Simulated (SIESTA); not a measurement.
**As2S under changes of volume**

One of the cells (20.784 Å³/atom); the others are scaled copies at fixed shape and fractional positions:

```xyz
6
Lattice="-3.5297 3.5297 2.5024 3.5297 -3.5297 2.5024 3.5297 3.5297 -2.5024" Properties=species:S:1:pos:R:3 pbc="T T T"
As   -1.7649    3.5297    1.8768
As    1.7649    3.5297    1.8768
As    0.0000    1.7649    0.6256
As    0.0000    5.2946    0.6256
S     3.5297    0.0000    1.2512
S     0.0000    0.0000    2.5024
```

The cell comes from a database or a generator and needn't be the stable form of this composition.

```yaml
Program: SIESTA 5.4.2
Functional: PBEsol
Potentials_or_basis: PseudoDojo 0.4 standard (PBEsol files)
Basis: DZP (energy shift 0.003 Ry; two zetas on semicore shells)
Grid_cutoff: 500 Ry
Energy_shift: 0.003 Ry
k_mesh: 7 × 7 × 7
Occupations: fermi-dirac, width 0.05 eV
Spin: no spin polarisation
```

| volume (Å³/atom) | energy over the lowest point (meV/atom) | pressure (GPa) |
| --- | --- | --- |
| 19.154 | ? | ? |
| 19.562 | 4.29 | 2.6 |
| 19.969 | 0.00 | 0.7 |
| 20.784 | 4.84 | -2.6 |
| 21.192 | 13.12 | -3.9 |
| 21.600 | 24.58 | -5.1 |

**Question.** What does the run at 19.154 Å³/atom give?

**Answer.** Energy over the lowest point 13.56 meV/atom; pressure 4.7 GPa.

Worked out: A Birch-Murnaghan fit of order 3 (a polynomial in V^(-2/3)) to the other rows has its minimum at 20.14 Å³/atom with B0 = V·E''(V) = 86 GPa and B' = 4.9 at fixed shape and positions, which overstates the stiffness. It gives 13.89 meV/atom at 19.154 Å³/atom, against the run's 13.56, and -dE/dV = 4.9 GPa, against 4.7.

Energies are extrapolated to zero smearing.

Caveats: the basis of atomic orbitals isn't converged, which shifts pressures, moduli and gaps.
